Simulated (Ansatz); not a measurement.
# SiC3: the cost of one run

Program: Ansatz 0.2.0. Level of theory: DFT PBE, scalar-relativistic, plane waves, PAW, unless a step names another level. These are calculated values, not measurements.

## 1. The structure to begin with

Symmetry: R-3m, No. 166, trigonal system. Conventional cell: a = 5.632 Å, b = 5.632 Å, c = 9.984 Å, α = 90.00°, β = 90.00°, γ = 120.00°. Si (site symmetry 3m) has 3 C at 1.88 Å as nearest neighbours. Around C (site symmetry m) lie 2 C at 1.42 Å.

As a file:

```
Si C
1.0
     2.81584    1.62572    3.32798
    -2.81584    1.62572    3.32798
     0.00000   -3.25145    3.32798
Si C
2 6
Direct
  0.62304 0.62304 0.62304
  0.37696 0.37696 0.37696
  0.70920 0.14598 0.14598
  0.85402 0.29080 0.85402
  0.14598 0.70920 0.14598
  0.29080 0.85402 0.85402
  0.14598 0.14598 0.70920
  0.85402 0.85402 0.29080
```

It came out lowest among 28 distinct ends of the trial cells. At a tolerance of 0.02 Å it has space group R-3m (No. 166).

## 2. Tight relaxation for the response runs, on the response runs' mesh and smearing

The input, input.yaml:

```yaml
crystal:
  lattice:
    - [2.8158357301, 1.6257235168, 3.3279791258]
    - [-2.8158357301, 1.6257235168, 3.3279791258]
    - [0.0, -3.2514470335, 3.3279791258]
  atoms:
    - { symbol: Si, position: [0.6230388063, 0.6230388063, 0.6230388063] }
    - { symbol: Si, position: [0.3769611937, 0.3769611937, 0.3769611937] }
    - { symbol: C, position: [0.7091980701, 0.1459817851, 0.1459817851] }
    - { symbol: C, position: [0.8540182149, 0.2908019299, 0.8540182149] }
    - { symbol: C, position: [0.1459817851, 0.7091980701, 0.1459817851] }
    - { symbol: C, position: [0.2908019299, 0.8540182149, 0.8540182149] }
    - { symbol: C, position: [0.1459817851, 0.1459817851, 0.7091980701] }
    - { symbol: C, position: [0.8540182149, 0.8540182149, 0.2908019299] }
basis:
  ecutwfc: 420
kpoints:
  mp_grid: { grid: [6, 6, 6] }
hamiltonian:
  xc: pbe
scf:
  occupations: { method: fixed }
output:
  forces: true
  stress: true
  eigenvalues: true
relax:
  adjacent_minimum: "off"
  f_tol: 0.001
  max_steps: 60
  cell: { stress_tol: 0.01 }
```

Launch:

```
$ ansatz run input.yaml --threads 3 --pin off --max-ram 7680MiB --backend cpu --events-out ev --progress --plain --runs-dir out
```

Q: Estimate wall time and peak memory on 3 threads of Arm Neoverse V2, shared host.

About 7.9 s, with a peak of 0.33 GiB.
